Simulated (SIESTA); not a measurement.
Runs of SIESTA 5.4.2 on Ta. The cell holds a slab with vacuum, 5 atoms: a = 2.860 Å, b = 2.860 Å, c = 24.341 Å, α = 90.00°, β = 90.00°, γ = 109.47°. 

| level | potentials or basis | gap on the mesh (eV) | largest force (eV/Å) |
| --- | --- | --- | --- |
| AM05 | PseudoDojo 0.4 standard (PBEsol files), DZP (energy shift 0.003 Ry; two zetas on semicore shells) | none | 0.68 |
| revPBE | PseudoDojo 0.4 standard (PBE files), DZP (energy shift 0.003 Ry; two zetas on semicore shells) | none | 0.46 |
| BLYP | PseudoDojo 0.4 standard (PBE files), DZP (energy shift 0.003 Ry; two zetas on semicore shells) | none | 0.43 |
| PBEsol | PseudoDojo 0.4 standard (PBEsol files), DZP (energy shift 0.003 Ry; two zetas on semicore shells) | none | 0.66 |
| LDA | PseudoDojo 0.4 standard (LDA files), DZP (energy shift 0.003 Ry; two zetas on semicore shells) | none | (a) |
| PW91 | PseudoDojo 0.4 standard (PBE files), DZP (energy shift 0.003 Ry; two zetas on semicore shells) | none | (b) |
| PBE | PseudoDojo 0.4 standard (PBE files), DZP (energy shift 0.003 Ry; two zetas on semicore shells) | none | 0.46 |
| RPBE | PseudoDojo 0.4 standard (PBE files), DZP (energy shift 0.003 Ry; two zetas on semicore shells) | none | 0.46 |
| WC | PseudoDojo 0.4 standard (PBEsol files), DZP (energy shift 0.003 Ry; two zetas on semicore shells) | none | 0.64 |

Alike in all rows: task band structure; no spin polarisation; cell as given; k mesh 10 × 10 × 1; smearing fermi-dirac 0.05 eV; grid cutoff 800 Ry; energy shift 0.003 Ry.

Task: Fill in the values left out.

Result: (a) 0.96; (b) 0.45.

Caveats: spin-orbit coupling is left out, which moves the levels of the heavy elements; the basis of atomic orbitals isn't converged, which shifts pressures, moduli and gaps; the potentials were made for another functional, which shifts forces and pressure (some runs).

A k mesh can miss the band edges, and the runs leave out spin-orbit coupling on Ta.

A gap of «none» marks a metal or a gap under the smearing width.
